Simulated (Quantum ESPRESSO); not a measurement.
# SiTe (Pmma) in Quantum ESPRESSO: a series of runs, part 3 of 3

Quantum ESPRESSO 7.5. Earlier steps stand in the parts before.

### 4 Phonons, PBEsol

File pw.in:

```
&CONTROL
  calculation = 'scf'
  prefix = 'pwscf'
  outdir = './tmp'
  pseudo_dir = './pseudo'
  tprnfor = .true.
  tstress = .true.
  disk_io = 'low'
/
&SYSTEM
  ibrav = 0
  celldm(1) = 8
  nat = 4
  ntyp = 2
  ecutwfc = 45
  ecutrho = 360
  nbnd = 16
  occupations = 'smearing'
  smearing = 'fd'
  degauss = 0.00367493
/
&ELECTRONS
  conv_thr = 8d-10
  electron_maxstep = 120
  mixing_beta = 0.5
/
ATOMIC_SPECIES
Si    28.0850 si_pbesol_v1.uspp.F.UPF
Te   127.6000 te_pbesol_v1.uspp.F.UPF
CELL_PARAMETERS alat
  1.2811432135241   0.0000000000000   0.0000000000000
  0.0000000000000   0.7709129174400   0.0000000000000
  0.0000000000000   0.0000000000000   1.3507699765269
ATOMIC_POSITIONS crystal
Si     0.2500000000    0.5000000000    0.6987790900
Si     0.7500000000    0.5000000000    0.3012209100
Te     0.2500000000    0.0000000000    0.1878074700
Te     0.7500000000    0.0000000000    0.8121925300
K_POINTS automatic
2 4 2 1 1 1
```

File relax.in:

```
&CONTROL
  calculation = 'vc-relax'
  prefix = 'pwscf'
  outdir = './tmp'
  pseudo_dir = './pseudo'
  tprnfor = .true.
  tstress = .true.
  disk_io = 'low'
  nstep = 40
  forc_conv_thr = 0.0001
  etot_conv_thr = 1d-06
/
&SYSTEM
  ibrav = 0
  celldm(1) = 8
  nat = 4
  ntyp = 2
  ecutwfc = 45
  ecutrho = 360
  nbnd = 16
  occupations = 'smearing'
  smearing = 'fd'
  degauss = 0.00367493
/
&ELECTRONS
  conv_thr = 8d-10
  electron_maxstep = 120
  mixing_beta = 0.5
/
&IONS
  ion_dynamics = 'bfgs'
/
&CELL
  cell_dynamics = 'bfgs'
  press = 0
  press_conv_thr = 0.2
/
ATOMIC_SPECIES
Si    28.0850 si_pbesol_v1.uspp.F.UPF
Te   127.6000 te_pbesol_v1.uspp.F.UPF
CELL_PARAMETERS alat
  1.2811432135241   0.0000000000000   0.0000000000000
  0.0000000000000   0.7709129174400   0.0000000000000
  0.0000000000000   0.0000000000000   1.3507699765269
ATOMIC_POSITIONS crystal
Si     0.2500000000    0.5000000000    0.6987790900
Si     0.7500000000    0.5000000000    0.3012209100
Te     0.2500000000    0.0000000000    0.1878074700
Te     0.7500000000    0.0000000000    0.8121925300
K_POINTS automatic
2 4 2 1 1 1
```

File scf2.in:

```
&CONTROL
  calculation = 'scf'
  prefix = 'pwscf'
  outdir = './tmp'
  pseudo_dir = './pseudo'
  tprnfor = .true.
  tstress = .true.
  disk_io = 'low'
/
&SYSTEM
  ibrav = 0
  celldm(1) = 8
  nat = 4
  ntyp = 2
  ecutwfc = 45
  ecutrho = 360
  nbnd = 16
  occupations = 'smearing'
  smearing = 'fd'
  degauss = 0.00367493
/
&ELECTRONS
  conv_thr = 1d-13
  electron_maxstep = 120
  mixing_beta = 0.5
  startingpot = 'file'
  startingwfc = 'file'
/
ATOMIC_SPECIES
Si    28.0850 si_pbesol_v1.uspp.F.UPF
Te   127.6000 te_pbesol_v1.uspp.F.UPF
CELL_PARAMETERS alat
  1.2421208170338   0.0000000000000   0.0000000000000
  0.0000000000000   0.7186543275618   0.0000000000000
  0.0000000000000   0.0000000000000   1.2421658654354
ATOMIC_POSITIONS crystal
Si     0.2500000000    0.5000000000    0.7500039916
Si     0.7500000000    0.5000000000    0.2499960084
Te     0.2500000000    0.0000000000    0.2499834591
Te     0.7500000000    0.0000000000    0.7500165409
K_POINTS automatic
2 4 2 1 1 1
```

File ph.in:

```
phonons of SiTe
&INPUTPH
  prefix = 'pwscf'
  outdir = './tmp'
  tr2_ph = 1d-18
  fildyn = 'dyn'
  niter_ph = 90
  alpha_mix(1) = 0.4
/
0.0000000000 0.0000000000 0.0000000000
```

File dynmat.in:

```
&INPUT
  fildyn = 'dyn'
  asr = 'crystal'
  filout = 'dynmat.disp'
  fileig = 'dynmat.eig'
/
```

Potentials or basis: GBRV 1.5 PBEsol.

The run is started by

```bash
OMP_NUM_THREADS=1 pw.x -in pw.in > pw.out
OMP_NUM_THREADS=1 pw.x -in relax.in > relax.out
OMP_NUM_THREADS=1 pw.x -in scf2.in > scf2.out
OMP_NUM_THREADS=1 ph.x -in ph.in > ph.out
OMP_NUM_THREADS=1 dynmat.x -in dynmat.in > dynmat.out
```

pw.out:

```text
This program is part of the open-source Quantum ESPRESSO suite
     for quantum simulation of materials; please cite
[... 9 lines left out ...]
     --------------------
     sticks:   dense  smooth     PW     G-vecs:    dense   smooth      PW
     Sum        1805     909    257                78849    27843    4189

     Using Slab Decomposition

     bravais-lattice index     =            0
     lattice parameter (alat)  =       8.0000  a.u.
     unit-cell volume          =     683.0529 (a.u.)^3
     number of atoms/cell      =            4
     number of atomic types    =            2
     number of electrons       =        20.00
     number of Kohn-Sham states=           16
     kinetic-energy cutoff     =      45.0000  Ry
     charge density cutoff     =     360.0000  Ry
     scf convergence threshold =      8.0E-10
     mixing beta               =       0.5000
     number of iterations used =            8  plain     mixing
     Exchange-correlation= SLA  PW   PSX  PSC
                           (   1   4  10   8   0   0   0)

     celldm(1)=   8.000000  celldm(2)=   0.000000  celldm(3)=   0.000000
     celldm(4)=   0.000000  celldm(5)=   0.000000  celldm(6)=   0.000000

     crystal axes: (cart. coord. in units of alat)
               a(1) = (   1.281143   0.000000   0.000000 )
               a(2) = (   0.000000   0.770913   0.000000 )
               a(3) = (   0.000000   0.000000   1.350770 )

     reciprocal axes: (cart. coord. in units 2 pi/alat)
               b(1) = (  0.780553  0.000000  0.000000 )
               b(2) = (  0.000000  1.297163  0.000000 )
               b(3) = (  0.000000  0.000000  0.740318 )

     PseudoPot. # 1 for Si read from file:
     si_pbesol_v1.uspp.F.UPF
     Pseudo is Ultrasoft + core correction, Zval =  4.0
     Generated by new atomic code, or converted to UPF format
     Using radial grid of  899 points,  6 beta functions with:
                l(1) =   0
[... 54 lines left out ...]

     Threshold (ethr) on eigenvalues was too large:
     Diagonalizing with lowered threshold

     Davidson diagonalization with overlap
     ethr =  8.57E-05,  avg # of iterations =  3.5

     total energy              =     -71.81117053 Ry
     estimated scf accuracy    <       0.01902883 Ry
[... 50 lines left out ...]
     iteration #  9     ecut=    45.00 Ry     beta= 0.50
     Davidson diagonalization with overlap
     ethr =  4.52E-12,  avg # of iterations =  4.5

     End of self-consistent calculation

          k = 0.1951 0.1621 0.1851 (  3493 PWs)   bands (ev):

    -5.7878  -4.6663  -1.2556  -0.1633   2.7613   3.5728   4.7325   5.1714
     6.5826   7.2178   8.7201   8.9480   9.2894  10.1810  10.6861  10.8561

          k = 0.1951 0.4864 0.1851 (  3470 PWs)   bands (ev):

    -4.4621  -3.4485  -0.1411   0.5065   2.4142   2.7655   3.5905   4.3886
     5.2539   5.9150   6.5674   7.5043   8.0145   8.6862   9.3172  10.0431

     the Fermi energy is     6.9140 ev

!    total energy              =     -71.81319016 Ry
     estimated scf accuracy    <          7.4E-10 Ry
     smearing contrib. (-TS)   =      -0.00012544 Ry
     internal energy E=F+TS    =     -71.81306472 Ry

     The total energy is F=E-TS. E is the sum of the following terms:
     one-electron contribution =      16.47060301 Ry
     hartree contribution      =       1.48360600 Ry
     xc contribution           =     -36.74935459 Ry
     ewald contribution        =     -53.01791914 Ry

     convergence has been achieved in   9 iterations

     Forces acting on atoms (cartesian axes, Ry/au):

     atom    1 type  1   force =     0.00000000    0.00000000    0.00112553
     atom    2 type  1   force =     0.00000000    0.00000000   -0.00112553
     atom    3 type  2   force =     0.00000000    0.00000000    0.02558970
     atom    4 type  2   force =     0.00000000    0.00000000   -0.02558970

     Total force =     0.036224     Total SCF correction =     0.000055

     Computing stress (Cartesian axis) and pressure

          total   stress  (Ry/bohr**3)                   (kbar)     P=      -86.89
  -0.00028738   0.00000000   0.00000000          -42.27        0.00        0.00
   0.00000000  -0.00073522   0.00000000            0.00     -108.15        0.00
   0.00000000   0.00000000  -0.00074947            0.00        0.00     -110.25

=------------------------------------------------------------------------------=
   JOB DONE.
=------------------------------------------------------------------------------=
```

relax.out:

```text
This program is part of the open-source Quantum ESPRESSO suite
     for quantum simulation of materials; please cite
[... 9 lines left out ...]
     --------------------
     sticks:   dense  smooth     PW     G-vecs:    dense   smooth      PW
     Sum        1805     909    257                78849    27843    4189
[... 347 lines left out ...]
   0.00000036   0.00000000   0.00000000            0.05        0.00        0.00
   0.00000000   0.00000008   0.00000000            0.00        0.01        0.00
   0.00000000   0.00000000  -0.00000028            0.00        0.00       -0.04

=------------------------------------------------------------------------------=
   JOB DONE.
=------------------------------------------------------------------------------=
```

Wall time 11 min (1 thread of Intel Xeon Platinum 8175M at 2.50GHz (Skylake/Cascade Lake), shared host); peak memory 0.32 GiB.

What came out:

```
Free energy                            : -977.9725 eV
Relaxed volume                         : 21.03 Å³/atom
Relaxed cell                           : a = 5.258 Å, b = 3.042 Å, c = 5.259 Å, α = 90.00°, β = 90.00°, γ = 90.00°
Space group after relaxing (to 0.05 Å) : P4/mmm (No. 123)
Pressure after relaxing                : 0.0 GPa
Band gap on the k mesh                 : none (metal or under the smearing width)
Highest phonon frequency at Γ          : 173 cm⁻¹
Most unstable mode                     : 160i cm⁻¹
```

The path:
```
step  energy change (eV)  largest force (eV/Å)  pressure (GPa)  volume (Å³)
   1              0.0000                0.6579           -8.69       101.22
   2             -0.2708                0.7170           -7.34        96.80
   3             -0.5736                0.7802           -4.53        90.63
   4             -0.7372                0.7047            2.03        82.23
   5             -0.7637                0.6596            0.75        83.43
   6             -0.8023                0.5032            0.09        84.07
   7             -0.8345                0.2682            0.03        84.35
   8             -0.8486                0.1621            0.12        84.66
   9             -0.8534                0.1741           -0.01        84.93
  10             -0.8571                0.1676           -0.12        85.12
  11             -0.8588                0.1636           -0.09        85.07
  12             -0.8607                0.1597           -0.06        85.01
  13             -0.8636                0.1540           -0.02        84.92
  14             -0.8680                0.1454            0.02        84.80
  15             -0.8742                0.1321            0.06        84.64
  16             -0.8826                0.1111            0.12        84.42
  17             -0.8927                0.0771            0.20        84.16
  18             -0.9015                0.0219            0.27        83.93
  19             -0.9037                0.0026            0.12        84.05
  20             -0.9045                0.0035           -0.02        84.17
  21             -0.9047                0.0025           -0.03        84.16
  22             -0.9047                0.0012           -0.01        84.14
  23             -0.9047                0.0005            0.00        84.13
```

Final structure:
```xyz
4
Lattice="5.2584 0.0000 0.0000 0.0000 3.0424 0.0000 0.0000 0.0000 5.2586" Properties=species:S:1:pos:R:3 pbc="T T T"
Si    1.3146    1.5212    3.9440
Si    3.9438    1.5212    1.3146
Te    1.3146    0.0000    1.3146
Te    3.9438    0.0000    3.9440
```

Phonon frequencies in cm⁻¹ (negative: imaginary):
```
              q point                               frequencies
(0.000, 0.000, 0.000)  -160 -106 0 1 1 56 57 57 147 147 173 173
```

Caveat: the k mesh is coarse (spacing up to 0.58 Å⁻¹), so the values aren't converged; the mesh is thin for the phonons of a metal; some modes are imaginary; the volume moved by over 15 % at a fixed basis, so the end points are rough; the cell relaxed to another space group than the one typed.

### 5 The runs side by side

| level | potentials or basis | form of the LDA correlation | gap on the mesh (eV) | pressure (GPa) |
| --- | --- | --- | --- | --- |
| LDA | GBRV 1.5 LDA | PZ81 | none | 0.0 |
| PBE | GBRV 1.5 PBE | - | none | 0.0 |
| PBEsol | GBRV 1.5 PBEsol | - | none | 0.0 |

Alike in all rows: task phonons; no spin polarisation; cell relaxed; k mesh 2 × 4 × 2, shifted; cutoff (eV) 612; smearing fermi-dirac 0.05 eV; the mesh is coarse, so values aren't converged.

Caveats: all runs use coarse meshes; the mesh is thin for the phonons of a metal; some modes are imaginary; the cell relaxed to another space group than the one typed; the volume moved by over 15 % at a fixed basis, so the end points are rough (some runs).

Total energies depend on the potentials used, so only differences within one code and one set of settings carry meaning.
